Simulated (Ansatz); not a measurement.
# C₂H₉NSn: up Jacob's ladder to CCSD(T)

The task here is to estimate one member of a computed series from the others.

The runs use Ansatz 0.2.0, Gaussian basis; functionals in def2-TZVPP, the program's frozen cores in correlated methods.

Levels to be run: LDA (SPW92), PBE-D4, revPBE-D4, BLYP-D4, r2SCAN-D4, B97M-V, PBE0-D4, B3LYP-D4, r2SCANh-D4, r2SCAN0-D4, HSE06-D4, BHLYP-D4, CAM-B3LYP-D4, LC-ωPBE, ωB97X-V, ωB97M-V, B2PLYP, PBE-QIDH; CCSD(T)/def2-SVP; CCSD(T)/def2-TZVPP; MP2/def2-QZVPP; extrapolation to the limit; RPA on PBE.

### The relaxed structure

An earlier PBE0-D4 in a triple-zeta def2 set relaxation fixed the geometry. Sn takes the def2 core potential; no spin-orbit term is included.

SMILES `CC[NH][SnH3]`, 13 atoms, charge 0, spin multiplicity 1.

Atoms are counted from 1 here; the program's logs count them from 0.

Bond lengths: C1–C2 1.517 Å, C1–H5 1.093 Å, C1–H6 1.092 Å, C1–H7 1.094 Å, C2–N3 1.454 Å, C2–H8 1.103 Å, C2–H9 1.096 Å, N3–Sn4 2.028 Å, N3–H10 1.013 Å, Sn4–H11 1.705 Å, Sn4–H12 1.706 Å, Sn4–H13 1.718 Å. Angles: C2–C1–H5 111.1°, C2–C1–H6 110.5°, C2–C1–H7 110.7°, H5–C1–H6 108.8°, H5–C1–H7 107.7°, H6–C1–H7 107.9°, C1–C2–N3 111.1°, C1–C2–H8 109.0°, C1–C2–H9 109.0°, N3–C2–H8 113.4°, N3–C2–H9 108.0°, H8–C2–H9 106.0°, C2–N3–Sn4 118.5°, C2–N3–H10 110.5°, Sn4–N3–H10 112.5°, N3–Sn4–H11 106.4°, N3–Sn4–H12 105.8°, N3–Sn4–H13 112.2° and more.

The first run:

File in.yaml:

```yaml
crystal:
  periodic: [false, false, false]
  atoms:
    - {symbol: C, position_ang: [-0.369706, 2.035593, -0.154222]}
    - {symbol: C, position_ang: [-0.542201, 0.571257, 0.200728]}
    - {symbol: N, position_ang: [0.628924, -0.201672, -0.179671]}
    - {symbol: Sn, position_ang: [0.525503, -2.224585, -0.084099]}
    - {symbol: H, position_ang: [-1.261730, 2.611394, 0.105835]}
    - {symbol: H, position_ang: [-0.176432, 2.149370, -1.222817]}
    - {symbol: H, position_ang: [0.475483, 2.468823, 0.389240]}
    - {symbol: H, position_ang: [-0.792767, 0.488622, 1.271306]}
    - {symbol: H, position_ang: [-1.405141, 0.170729, -0.344286]}
    - {symbol: H, position_ang: [1.458660, 0.166110, 0.269508]}
    - {symbol: H, position_ang: [2.078082, -2.806325, -0.479670]}
    - {symbol: H, position_ang: [-0.651569, -2.685441, -1.229142]}
    - {symbol: H, position_ang: [0.053193, -2.778577, 1.471989]}
basis:
  gaussian: {orbitals: def2-TZVPP}
hamiltonian: {xc: lda}
output: {orbitals: {seedname: orbitals}}
```

Command:

```console
> ansatz run in.yaml --threads 4 --pin off --events-out ev --progress --plain --max-ram 10444MiB
```

Steps of the session up to this table: LDA; PBE-D4 (GGA); revPBE-D4 (GGA); BLYP-D4 (GGA); r2SCAN-D4 (meta-GGA); B97M-V (meta-GGA); B3LYP-D4 (hybrid); r2SCANh-D4 (hybrid); r2SCAN0-D4 (hybrid); HSE06-D4 (hybrid); BHLYP-D4 (hybrid); CAM-B3LYP-D4 (range-separated); LC-ωPBE (range-separated); ωB97X-V (range-separated); ωB97M-V (range-separated); B2PLYP (double hybrid); PBE-QIDH (double hybrid).

One of the session's tables, all rows but one given; the rest of the session is left out.

It belongs to the step «Frontier levels by functional». 

| functional | HOMO (eV) | gap (eV) |
| --- | --- | --- |
| LDA (SPW92) | -5.28 | 4.30 |
| PBE-D4 | -5.17 | 4.40 |
| revPBE-D4 | -5.12 | 4.44 |
| BLYP-D4 | ? | ? |
| r2SCAN-D4 | -5.42 | 5.06 |
| B97M-V | -5.59 | 4.92 |
| PBE0-D4 | -6.51 | 6.50 |
| B3LYP-D4 | -6.29 | 6.03 |
| r2SCANh-D4 | -5.92 | 5.82 |
| r2SCAN0-D4 | -6.69 | 6.95 |
| HSE06-D4 | -6.11 | 5.74 |
| BHLYP-D4 | -7.79 | 8.44 |
| CAM-B3LYP-D4 | -7.89 | 8.69 |
| LC-ωPBE | -9.24 | 11.14 |
| ωB97X-V | -8.91 | 10.66 |
| ωB97M-V | -8.83 | 10.20 |

**Question.** Estimate the row for BLYP-D4.

Worked estimate for «HOMO (eV)». Against the share of exact exchange, B3LYP-D4 (0.2, -6.29), BHLYP-D4 (0.5, -7.79) give a slope of -5.00 per unit share; at 0 the line stands at -5.29.

As computed: HOMO (eV): -5.07; gap (eV): 4.35. In «HOMO (eV)» the line misses by -0.22.
